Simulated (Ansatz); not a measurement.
**ZrSn3O8: the band gap up the ladder of functionals**

The task here is to estimate one member of a computed series from the others.

Program: Ansatz 0.2.0. PAW datasets, plane waves. All values are calculated for a non-magnetic cell, which may be hypothetical.

**The structure to begin with**

The cell was relaxed beforehand with r2SCAN.

It is orthorhombic, Cmmm (No. 65); a = 6.759 Å, b = 6.792 Å, c = 6.435 Å in the conventional setting, 12.31 Å³ an atom. Near Sn stand 6 O at 2.06–2.08 Å; near Sn stand 6 O at 2.07 Å; near O stand 2 Sn at 2.06–2.07 Å and 1 Zr at 2.10 Å; near O stand 3 Sn at 2.07–2.08 Å; near Zr stand 6 O at 2.10 Å.

As a file:

Space group Cmmm (No. 65). a = 6.759 Å, b = 6.792 Å, c = 6.435 Å, α = 90.00°, β = 90.00°, γ = 90.00°
```tsv
atom	site	symmetry	x	y	z
Sn	4l	mm2	0.5000	0.0000	0.2484
Sn	2a	mmm	0.0000	0.0000	0.0000
O	8o	.m.	0.1958	0.0000	0.2470
O	4i	m2m	0.5000	0.8047	0.0000
Zr	2d	mmm	0.0000	0.0000	0.5000
O	4j	m2m	0.5000	0.8085	0.5000
```

Set-up of the first run:

input.yaml reads:

```yaml
crystal:
  lattice:
    - [3.3797420291, -3.3960895655, 0.0]
    - [3.3797420291, 3.3960895655, 0.0]
    - [0.0, 0.0, 6.4349647081]
  atoms:
    - { symbol: Sn, position: [0.5, 0.5, 0.2484220048] }
    - { symbol: Sn, position: [0.0, 0.0, 0.0] }
    - { symbol: O, position: [0.1957696808, 0.1957696808, 0.2469728538] }
    - { symbol: O, position: [0.8042303192, 0.8042303192, 0.2469728538] }
    - { symbol: O, position: [0.6953475795, 0.3046524205, 0.0] }
    - { symbol: O, position: [0.3046524205, 0.6953475795, 0.0] }
    - { symbol: Sn, position: [0.5, 0.5, 0.7515779952] }
    - { symbol: Zr, position: [0.0, 0.0, 0.5] }
    - { symbol: O, position: [0.1957696808, 0.1957696808, 0.7530271462] }
    - { symbol: O, position: [0.8042303192, 0.8042303192, 0.7530271462] }
    - { symbol: O, position: [0.6914936858, 0.3085063142, 0.5] }
    - { symbol: O, position: [0.3085063142, 0.6914936858, 0.5] }
kpoints:
  mp_grid: { grid: [6, 6, 4] }
  band_path:
    path:
      - [[0.0, 0.0, 0.0], [-0.5, 0.5, 3.887984905105e-35], [-0.4975989751433, 0.5024010248567, 3.849998237807e-35]]
      - [[0.4975989751433, 0.4975989751433, -7.872524378162e-35], [0.0, 0.0, 0.0], [1.45941260012e-51, 9.520181510866e-52, 0.5], [0.4975989751433, 0.4975989751433, 0.5]]
      - [[-0.4975989751433, 0.5024010248567, 0.5], [-0.5, 0.5, 0.5], [-0.5, 0.5, 3.887984905105e-35]]
      - [[0.0, 0.0, 0.0], [2.785661228174e-17, 0.5, -2.011263070178e-35], [2.785661228174e-17, 0.5, 0.5], [1.45941260012e-51, 9.520181510866e-52, 0.5], [-0.5, 0.5, 0.5]]
    npoints: 10
hamiltonian:
  xc: pbe
scf:
  occupations: { method: fermi_dirac, width: 0.02 }
  n_extra_bands: 7
output:
  forces: true
  stress: true
  eigenvalues: true
```

Steps of the session up to this table: Band structure with PBE; Single point with r2SCAN; HSE06 at the same geometry; PBE+SOC at the same geometry; PBE0.

One of the session's tables, all rows but one given; the rest of the session is left out.

```
  level  gap (eV)
    PBE      2.09
 r2SCAN      2.73
  HSE06      3.78
PBE+SOC      2.09
   PBE0         ?
```

**Question.** Estimate the row for PBE0.

The run gave: gap (eV): 4.51. In the column «gap (eV)» it is the highest.

Meshes: PBE 6×6×4, r2SCAN 6×6×4, HSE06 4×4×2, PBE+SOC 6×6×4, PBE0 4×4×2

In words: The gap runs from 2.09 eV (PBE) to 4.51 eV (PBE0). Against HSE06, PBE is short by 1.69 eV, at 55 % of it, and r2SCAN 72 %. PBE0 lies 0.73 eV above HSE06, which differs from it by screening the long-range exchange.

Limits of these values: Warnings in the runs' records: stress exchange threshold loose, stress scf threshold loose.
